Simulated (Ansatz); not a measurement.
# C3H9B2N: the cost of one run

All numbers below are computed with Ansatz 0.2.0 (RKS PBE/STO-3G).

### Step 1. The starting structure

Bond lengths (14 of 15 bonds, heavy atoms first): C1–N2 1.474 Å, N2–B3 1.518 Å, B3–C4 1.559 Å, C4–B5 1.614 Å, N2–C6 1.482 Å, B5–C6 1.611 Å, C1–H7 1.076 Å, C1–H8 1.084 Å, C1–H9 1.191 Å, B3–H10 1.226 Å, C4–H11 1.131 Å, C4–H12 1.054 Å, B5–H13 1.208 Å, C6–H14 1.105 Å. Angles (14 of 27 angles, heavy atoms first): C1–N2–B3 107.5°, C1–N2–C6 114.1°, B3–N2–C6 105.3°, N2–B3–C4 119.1°, B3–C4–B5 96.3°, C4–B5–C6 111.7°, N2–C6–B5 107.4°, N2–C1–H7 112.1°, N2–C1–H8 109.9°, N2–C1–H9 106.5°, N2–B3–H10 120.2°, C4–B3–H10 120.4°, B3–C4–H11 108.4°, B3–C4–H12 115.1°.

Coordinates:

```xyz
15

C    -0.6444   -0.4287    1.7999
N     0.1131    0.4285    0.8702
B     1.1206   -0.4534    0.1548
C     1.1424   -0.4692   -1.4044
B    -0.1443    0.4831   -1.6095
C    -0.7098    1.0323   -0.2045
H    -0.0248   -0.8115    2.5926
H    -1.1762   -1.1934    1.2462
H    -1.4493    0.2731    2.3275
H     1.9834   -1.0458    0.7926
H     0.8263   -1.4971   -1.7557
H     2.0088   -0.0595   -1.8441
H    -0.6351    0.8258   -2.6593
H    -0.6443    2.1339   -0.1552
H    -1.7885    0.7311   -0.1218
```

### Step 2. Relaxing the start

input.yaml reads:

```yaml
crystal:
  periodic: [false, false, false]
  atoms:
    - { symbol: C, position_ang: [-0.6444, -0.4287, 1.7999] }
    - { symbol: "N", position_ang: [0.1131, 0.4285, 0.8702] }
    - { symbol: B, position_ang: [1.1206, -0.4534, 0.1548] }
    - { symbol: C, position_ang: [1.1424, -0.4692, -1.4044] }
    - { symbol: B, position_ang: [-0.1443, 0.4831, -1.6095] }
    - { symbol: C, position_ang: [-0.7098, 1.0323, -0.2045] }
    - { symbol: H, position_ang: [-0.0248, -0.8115, 2.5926] }
    - { symbol: H, position_ang: [-1.1762, -1.1934, 1.2462] }
    - { symbol: H, position_ang: [-1.4493, 0.2731, 2.3275] }
    - { symbol: H, position_ang: [1.9834, -1.0458, 0.7926] }
    - { symbol: H, position_ang: [0.8263, -1.4971, -1.7557] }
    - { symbol: H, position_ang: [2.0088, -0.0595, -1.8441] }
    - { symbol: H, position_ang: [-0.6351, 0.8258, -2.6593] }
    - { symbol: H, position_ang: [-0.6443, 2.1339, -0.1552] }
    - { symbol: H, position_ang: [-1.7885, 0.7311, -0.1218] }
basis:
  gaussian: { orbitals: STO-3G }
hamiltonian:
  xc: pbe
relax:
  f_tol: 0.02
  max_steps: 40
scf:
  lower_state_search: "off"
```

The run is started by

```console
> ansatz run input.yaml --threads 1 --pin off --max-ram 2048MiB --backend cpu --events-out ev --progress --plain --runs-dir out
```

Q: Estimate wall time and peak memory on 1 thread of Arm Neoverse V1, shared host.

About 34 s, with a peak of 0.11 GiB.
